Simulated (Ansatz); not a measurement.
# CH5NOSi: the cost of one run

All numbers below are computed with Ansatz 0.2.0 (RHF/def2-SVP).

### 1 The starting structure

Bond lengths: O1–C2 1.207 Å, C2–N3 1.339 Å, N3–Si4 1.764 Å, C2–H5 1.104 Å, N3–H6 1.006 Å, Si4–H7 1.457 Å, Si4–H8 1.457 Å, Si4–H9 1.466 Å. Angles: O1–C2–N3 121.5°, O1–C2–H5 122.8°, N3–C2–H5 115.7°, C2–N3–Si4 114.7°, C2–N3–H6 119.4°, Si4–N3–H6 125.9°, N3–Si4–H7 108.2°, N3–Si4–H8 108.2°, N3–Si4–H9 101.2°, H7–Si4–H8 114.2°, H7–Si4–H9 112.0°, H8–Si4–H9 112.0°.

Coordinates:

```xyz
9

O     0.3041   -0.1395   -1.8470
C     0.7399    0.6411   -1.0356
N     0.3955    0.5730    0.2568
Si   -0.7246   -0.7309    0.6539
H     1.4398    1.4521   -1.3028
H     0.7779    1.2407    0.9053
H    -1.9643   -0.5057   -0.0772
H    -0.0741   -1.9986    0.3503
H    -0.8941   -0.5320    2.0962
```

### 2 End point A

File input.yaml:

```yaml
crystal:
  periodic: [false, false, false]
  atoms:
    - { symbol: O, position_ang: [0.30415, -0.13951, -1.84697] }
    - { symbol: C, position_ang: [0.7399, 0.6411, -1.0356] }
    - { symbol: "N", position_ang: [0.39549, 0.57296, 0.2568] }
    - { symbol: Si, position_ang: [-0.72456, -0.73095, 0.65388] }
    - { symbol: H, position_ang: [1.43976, 1.45206, -1.30276] }
    - { symbol: H, position_ang: [0.77788, 1.24065, 0.9053] }
    - { symbol: H, position_ang: [-1.96434, -0.50572, -0.07721] }
    - { symbol: H, position_ang: [-0.07414, -1.99859, 0.35031] }
    - { symbol: H, position_ang: [-0.89414, -0.53198, 2.09625] }
basis:
  gaussian: { orbitals: def2-SVP }
hamiltonian:
  xc: hf
relax:
  f_tol: 0.02
  max_steps: 50
output:
  orbitals: {}
```

The run is started by

```console
$ ansatz run input.yaml --threads 1 --pin off --max-ram 2048MiB --backend cpu --events-out ev --progress --plain --runs-dir out
```

Q: Estimate wall time and peak memory on 1 thread of an Arm CPU, shared host.

About 14 s, with a peak of 0.15 GiB.
